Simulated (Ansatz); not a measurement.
# GaN: the cost of one run

Program: Ansatz 0.2.0 (single point, HSE06, plane waves PAW). Host: Arm Neoverse N1, 56 cores, 56 hardware threads, 90 GiB; it was booked for these runs alone, one at a time. Each run is timed once from launch to exit, start-up included.

### Step 1. What is computed

The cell holds 192 atoms in 2195 Å³, 4×4×3 copies of a database cell, with the atoms displaced at random so that no symmetry is left.

### Step 2. First run

input.yaml

```yaml
crystal:
  lattice:
    - [12.755720, 0.000000, 0.000000]
    - [-6.377860, 11.046780, 0.000000]
    - [0.000000, 0.000000, 15.577071]
  atoms:
    - { symbol: Ga, position: [0.173999, 0.081255, 0.167375] }
    - { symbol: Ga, position: [0.083793, 0.169286, 0.329428] }
    - { symbol: "N", position: [0.165366, 0.080977, 0.289212] }
    - { symbol: "N", position: [0.080687, 0.165060, 0.124569] }
    - { symbol: Ga, position: [0.163823, 0.084657, 0.498289] }
    - { symbol: Ga, position: [0.073305, 0.170401, 0.665355] }
    - { symbol: "N", position: [0.164336, 0.084175, 0.625896] }
    - { symbol: "N", position: [0.083499, 0.163987, 0.459131] }
    - { symbol: Ga, position: [0.161846, 0.087860, 0.829778] }
    - { symbol: Ga, position: [0.082685, 0.166727, 1.000257] }
    - { symbol: "N", position: [0.165893, 0.084847, 0.949305] }
    - { symbol: "N", position: [0.082600, 0.165759, 0.790525] }
# [... 176 more atoms ...]
    - { symbol: Ga, position: [0.915164, 0.831789, 0.831481] }
    - { symbol: Ga, position: [0.835169, 0.913661, 1.000837] }
    - { symbol: "N", position: [0.912170, 0.836681, 0.959883] }
    - { symbol: "N", position: [0.829599, 0.914138, 0.792330] }
kpoints:
  mp_grid: { grid: [1, 1, 1] }
hamiltonian:
  xc: hse06
  pseudopotentials: { azcp: { folder: soft_1 } }
scf:
  occupations: { method: fixed }
output: { forces: true }
```

The run is started by

```console
$ taskset -c 8-63 ansatz run input.yaml --backend cpu --max-ram 64GiB --events-out ev --progress --plain --runs-dir out
```

What time and memory should one allow on 56 threads of Arm Neoverse N1, host not shared?

About 8.9 min, with a peak of 19 GiB.
